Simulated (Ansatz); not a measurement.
I need a rigid torsion scan of C₂H₆BN, SMILES C=CBN. Use Ansatz 0.2.0, Python API. Use (for the species named): B3LYP, def2-SVP basis, multiplicity 1.

```xyz
10

C     1.3352    0.4766    0.4146
C     0.8061   -0.5518   -0.2539
B    -0.7414   -0.7061   -0.4953
N    -1.7445    0.3174    0.0229
H     0.7180    1.2671    0.8300
H     2.4101    0.5339    0.5523
H     1.4634   -1.3186   -0.6513
H    -1.1351   -1.6436   -1.0962
H    -1.4866    1.2452   -0.3820
H    -1.6251    0.3799    1.0589
```

Script `torsion_c2h6bn.py`:
```python
"""Energy of C2H6BN as one group turns about a bond."""

import ansatz as az
from ase import Atoms

atoms = Atoms(["C", "C", "B", "N", "H", "H", "H", "H", "H", "H"], positions=[
    (1.3352, 0.4766, 0.4146),
    (0.8061, -0.5518, -0.2539),
    (-0.7414, -0.7061, -0.4953),
    (-1.7445, 0.3174, 0.0229),
    (0.718, 1.2671, 0.83),
    (2.4101, 0.5339, 0.5523),
    (1.4634, -1.3186, -0.6513),
    (-1.1351, -1.6436, -1.0962),
    (-1.4866, 1.2452, -0.382),
    (-1.6251, 0.3799, 1.0589),
])

# start the scan from a relaxed geometry
first = az.Crystal.molecule_from_ase(atoms).calculation()
first = first.basis(gaussian="def2-SVP").functional("b3lyp")
first = first.relax(force_tolerance=0.02, max_steps=80)
atoms.positions = first.run(threads=1, pin="off").report["positions_ang"]

start = atoms.get_dihedral(1, 2, 3, 8)
energies = {}
for turn in range(0, 360, 40):
    turned = atoms.copy()
    turned.set_dihedral(1, 2, 3, 8, start + turn, indices=[3, 8, 9])
    base = az.Crystal.molecule_from_ase(turned).calculation().basis(gaussian="def2-SVP").functional("b3lyp")
    energies[round((start + turn) % 360)] = base.run(threads=1, pin="off").report["free_energy_ev"]
floor = min(energies.values())
print("dihedral C1-B2-N3-H8 (deg)   E - E(min) (kJ/mol)")
for angle, e in sorted(energies.items()):
    print(f"{angle:8d} {96.485332 * (e - floor):14.3f}  " + "#" * int(30 * (e - floor) / max(max(energies.values()) - floor, 1e-9)))
```

```console
$ python torsion_c2h6bn.py
dihedral C1-B2-N3-H8 (deg)   E - E(min) (kJ/mol)
       3          0.000
      43         48.737  ##########
      83        139.233  ##############################
     123         95.615  ####################
     163         12.615  ##
     203         12.902  ##
     243         98.098  #####################
     283        137.476  #############################
     323         47.446  ##########
```

The scan is rigid and the energies are electronic, in a modest basis. With rigid groups the curve can differ much from the relaxed path, the start wasn't checked as a minimum of this torsion, and equivalent turns needn't return to the same energy. b3lyp holds the VWN-RPA fit, as in Gaussian; the form of ORCA and Turbomole is b3lyp5. Run time: 99 s on 1 thread of Intel(R) Xeon(R) Platinum 8259CL CPU @ 2.50GHz (Skylake/Cascade Lake) (shared host), peak memory 0.24 GiB.

(Lines on the test bed's own set-up are left out of the output.)
